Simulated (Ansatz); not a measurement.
# W: the cost of one run

Method: DFT LDA, scalar-relativistic, in Ansatz 0.2.0.

### 1 Starting point

It takes space group Fm-3m (No. 225, cubic). The conventional cell has a = 4.060 Å, b = 4.060 Å, c = 4.060 Å, α = 90.00°, β = 90.00°, γ = 90.00°. Around W (site symmetry m-3m) lie 12 W at 2.87 Å.

Structure file:

```
CELL_PARAMETERS angstrom
0.00000 2.03000 2.03000
2.03000 0.00000 2.03000
2.03000 2.03000 0.00000
ATOMIC_POSITIONS crystal
W 0.00000 0.00000 0.00000
```

### 2 Volume × 0.94, LAPW

File input.yaml:

```yaml
crystal:
  lattice:
    - [0.0, 1.9885598007, 1.9885598007]
    - [1.9885598007, 0.0, 1.9885598007]
    - [1.9885598007, 1.9885598007, 0.0]
  atoms:
    - { symbol: W, position: [0.0, 0.0, 0.0] }
kpoints:
  mp_grid: { grid: [14, 14, 14] }
  band_path:
    path:
      - [0.0, 0.0, 0.0]
      - [0.5, 0.0, 0.5]
      - [0.625, 0.25, 0.625]
      - [0.375, 0.375, 0.75]
      - [0.0, 0.0, 0.0]
      - [0.5, 0.5, 0.5]
      - [0.5, 0.25, 0.75]
      - [0.5, 0.0, 0.5]
    npoints: 5
scf:
  occupations: { method: fermi_dirac, width: 0.05 }
hamiltonian:
  xc: lda
  pseudopotentials: { kind: all_electron, lapw: { basis_error: 0.00025 } }
output:
  forces: true
  stress: true
  eigenvalues: true
```

Started as:

```
> ansatz run input.yaml --threads 1 --pin off --max-ram 3072MiB --backend cpu --events-out ev --progress --plain --runs-dir out
```

**Question.** How long does this run take on 1 thread of Intel Xeon Platinum 8488C (Sapphire Rapids), shared host, and how much memory does it need?

About 15 s, with a peak of 0.41 GiB.
